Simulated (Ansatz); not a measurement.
# La2Ir: the cost of one run

Method: DFT PBE, scalar-relativistic, plane waves, PAW, in Ansatz 0.2.0.

1 further run of the same task is left out (it didn't finish).

## (1) Starting point

Symmetry: P-3m1, No. 164, trigonal system. The conventional cell has a = 3.660 Å, b = 3.660 Å, c = 6.382 Å, α = 90.00°, β = 90.00°, γ = 120.00°. Around La (site symmetry 3m) lie 3 Ir at 2.56 Å. Ir (site symmetry -3m) is surrounded by 6 La at 2.56 Å.

Coordinates:

```
La Ir
1.0
     3.65971    0.00000    0.00000
    -1.82986    3.16940    0.00000
     0.00000    0.00000    6.38171
La Ir
2 1
Cartesian
  0.0000 2.1129 1.4497
  1.8299 1.0565 4.9321
  0.0000 0.0000 0.0000
```

Recipe of the guess: species swapped into a database cell of FeI2 (P-3m1, No. 164), with Ir on the Fe sites and La on the I sites. The dimensions are guesses.

## (2) The guess as it stands, on a coarse mesh

input.yaml reads:

```yaml
crystal:
  lattice:
    - [3.65971192, 0.0, 0.0]
    - [-1.82985596, 3.16940349, 0.0]
    - [0.0, 0.0, 6.3817105]
  atoms:
    - { symbol: La, position: [0.33333333, 0.66666667, 0.2271585] }
    - { symbol: La, position: [0.66666667, 0.33333333, 0.7728415] }
    - { symbol: Ir, position: [0.0, 0.0, 0.0] }
basis:
  ecutwfc: 420
kpoints:
  mp_grid: { grid: [6, 6, 4] }
hamiltonian:
  xc: pbe
scf:
  occupations: { method: gaussian, width: 0.1 }
  lower_state_search: "off"
output:
  forces: true
  stress: true
  eigenvalues: true
```

On the command line:

```
$ ansatz run input.yaml --threads 1 --pin off --max-ram 2048MiB --backend cpu --events-out ev --progress --plain --runs-dir out
```

Q: Estimate wall time and peak memory on 1 thread of Arm Neoverse V1, shared host.

About 2.9 s, with a peak of 0.35 GiB.
